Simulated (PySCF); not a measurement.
# C3H2F3N3Si: electronic excitations

Aim: predict the electronic excitations of C3H2F3N3Si (`N#C[Si](N)(C#N)C(F)(F)F`).

The runs use PySCF 2.14.0, with density-fitted response routines of our own; the level of theory stands in each step. All values are computed, except where a source is named. Atoms are numbered from 0 throughout.

## 1. Starting geometry

12 atoms, charge 0, multiplicity 1; geometry from: GFN2-xTB.

Bonds of the start (Å): N0–C1 1.14, C1–Si2 1.87, Si2–N3 1.70, Si2–C4 1.86, C4–N5 1.14, Si2–C6 1.94, C6–F7 1.34, C6–F8 1.35, C6–F9 1.35, N3–H10 1.01, N3–H11 1.01.

## 2. Ultraviolet spectrum: PBE0/def2-SVPD

Job settings and geometry (Å):

```
{"job": {"kind": "uv", "xc": "PBE0", "basis": "def2-SVPD", "nstates": 8, "ntriplets": 3}, "charge": 0, "multiplicity": 1}
N      2.298007    -0.176172    -2.207938
C      1.526967    -0.009502    -1.379441
Si     0.316426     0.254419     0.023149
N      0.727140    -0.295827     1.577532
C     -0.122004     2.066435     0.012487
N     -0.363601     3.183837     0.008850
C     -1.270218    -0.765695    -0.439779
F     -1.692063    -0.565356    -1.697983
F     -1.049621    -2.092458    -0.316853
F     -2.312938    -0.489987     0.364536
H      0.462521    -1.208916     1.913680
H      1.480583     0.098538     2.115735
```

Method: TDDFT PBE0/def2-SVPD, vertical, gas phase, core orbitals frozen in the response.

Run with:

```sh
$ OMP_NUM_THREADS=1 python probes_run.py task.json out
```

This one command runs all jobs of the session in turn.

Predict these results of the whole session: lowest singlet (PBE0/def2-SVPD); lowest triplet; surface potential, 1st and 99th percentile.

The runs gave:

| quantity | value |
| --- | --- |
| lowest singlet (PBE0/def2-SVPD) | 5.85 eV (212 nm), f = 0.018 |
| lowest triplet | 5.46 eV |
| surface potential, 1st and 99th percentile | -1.27 V and 2.79 V |

The first singlet state (HOMO→LUMO 0.98) lies at 5.85 eV and is weak. The lowest triplet lies 0.39 eV below the lowest singlet (triplets in Tamm-Dancoff, singlets in full TDDFT). By nearest atom (PBE0/def2-SVPD), the HOMO sits on N3 67 %; H10, H11 about 8 % each and the LUMO on Si2 21 %; C1, C4 about 14 % each.
